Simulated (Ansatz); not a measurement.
# Cl2FH3HfN: the cost of one run

Method: UKS PBE0-D4/def2-SVP, in Ansatz 0.2.0.

## 1. The starting structure

Bond lengths: Hf1–F2 2.230 Å, Hf1–N3 2.210 Å, N3–H4 1.060 Å, N3–H5 1.060 Å, Hf1–Cl6 2.518 Å, Hf1–Cl7 2.518 Å. Angles: F2–Hf1–N3 109.4°, F2–Hf1–Cl6 109.5°, F2–Hf1–Cl7 109.5°, N3–Hf1–Cl6 109.5°, N3–Hf1–Cl7 109.5°, Cl6–Hf1–Cl7 109.5°, Hf1–N3–H4 120.0°, Hf1–N3–H5 120.0°, H4–N3–H5 120.0°.

Structure file:

```xyz
8

Hf    0.0000    0.0000    0.0000
F     0.0000    0.0000    2.2300
N     2.0840    0.0000   -0.7359
H     2.5823   -0.9180   -0.9166
H     2.5853    0.9180   -0.9082
Cl   -1.1869    2.0563   -0.8392
Cl   -1.1869   -2.0563   -0.8392
H     0.0000    0.0000    3.4500
```

## 2. Pulling towards end A

Springs on the bonds that form and break draw the guess towards this end; the thresholds are loose.

input.yaml reads:

```yaml
crystal:
  periodic: [false, false, false]
  atoms:
    - { symbol: Hf, position_ang: [0.0, 0.0, 0.0] }
    - { symbol: F, position_ang: [0.0, 0.0, 2.23] }
    - { symbol: "N", position_ang: [2.084, 0.0, -0.7359] }
    - { symbol: H, position_ang: [2.5823, -0.918, -0.9166] }
    - { symbol: H, position_ang: [2.5853, 0.918, -0.9082] }
    - { symbol: Cl, position_ang: [-1.1869, 2.0563, -0.8392] }
    - { symbol: Cl, position_ang: [-1.1869, -2.0563, -0.8392] }
    - { symbol: H, position_ang: [0.0, 0.0, 3.45] }
magnetization:
  spin_polarized: true
  initial_magnetization: 1
basis:
  gaussian: { orbitals: def2-SVP }
hamiltonian:
  xc: pbe0
  dispersion: d4
relax:
  f_tol: 0.15
  max_steps: 25
  restrain:
    - { distance: [1, 7], at: 2.12, k: 30.0 }
    - { distance: [0, 1], at: 1.98, k: 30.0 }
```

Run with:

```console
ansatz run input.yaml --threads 4 --pin off --max-ram 5120MiB --backend cpu --events-out ev --progress --plain --runs-dir out
```

Q: Estimate wall time and peak memory on 4 threads of Intel Xeon 6975P-C (Granite Rapids), shared host.

About 35 s, with a peak of 0.41 GiB.
